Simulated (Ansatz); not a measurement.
Crystal: LaFe5H2.

```
La Fe H
1.0
     2.58241   -4.50200    0.00000
     2.58241    4.50200    0.00000
     0.00000    0.00000    4.15046
La Fe H
1 5 2
Cartesian
  0.0000 0.0000 0.0000
  2.5824 0.0000 2.0752
  2.5824 1.4699 0.0000
  2.5824 -1.4699 0.0000
  1.2912 2.2510 2.0752
  1.2912 -2.2510 2.0752
  2.5824 -3.3002 2.0752
  2.5824 3.3002 2.0752
```

The cell comes from a database or a generator and needn't be the stable form of this composition.

- Program: Ansatz 0.2.0
- Task: single point
- Functional: PBE
- Potentials or basis: Ansatz PAW
- Cutoff: 420 eV (not typed: the program's choice for these potentials)
- k mesh: 6 × 6 × 7
- Occupations: fermi-dirac, width 0.05 eV
- Spin: collinear spin, ferromagnetic start
- Starting moments: [0.0, 3.0, 3.0, 3.0, 3.0, 3.0, 0.0, 0.0] μB

On this cell: pressure -0.2 GPa; largest force 0.022 eV/Å; net moment 11.19 μB per cell; site moments La -0.09; Fe +2.57, +2.59, +1.73; H -0.01 μB; band gap on the k mesh none (metal or under the smearing width).

The same run follows on a disturbed copy (atoms moved at random, drawn with an rms of 0.05 Å):

```
La Fe H
1.0
     2.58241   -4.50200    0.00000
     2.58241    4.50200    0.00000
     0.00000    0.00000    4.15046
La Fe H
1 5 2
Cartesian
  0.0132 -0.0194 -0.0141
  2.5290 -0.0392 2.0826
  2.5705 1.4269 -0.0124
  2.5722 -1.4697 0.0028
  1.2839 2.2171 2.0878
  1.2864 -2.2251 2.0693
  2.5894 -3.2650 2.1152
  2.5827 3.3193 2.1048
```

Problem. What does the disturbed cell give?

Solution. The energy (extrapolated to zero smearing) moves by +6.2 meV/atom; pressure 0.1 GPa; largest force 0.563 eV/Å; net moment 11.18 μB per cell; site moments La -0.09; Fe +2.55, +2.59, +2.58, +1.69, +1.74; H -0.01 μB; band gap on the k mesh none (metal or under the smearing width).

Forces in eV/Å, atoms in the order of the input:
```
La  -0.293  0.086  0.304
Fe   0.352  0.239 -0.108
Fe   0.056  0.148  0.148
Fe   0.057 -0.125  0.040
Fe   0.380  0.396 -0.125
Fe  -0.164 -0.349  0.036
H   -0.243 -0.254 -0.142
H   -0.144 -0.143 -0.153
```

Stress tensor (GPa, compression positive):
```
 0.25  0.20 -0.01
 0.20  0.15 -0.01
-0.01 -0.01 -0.07
```
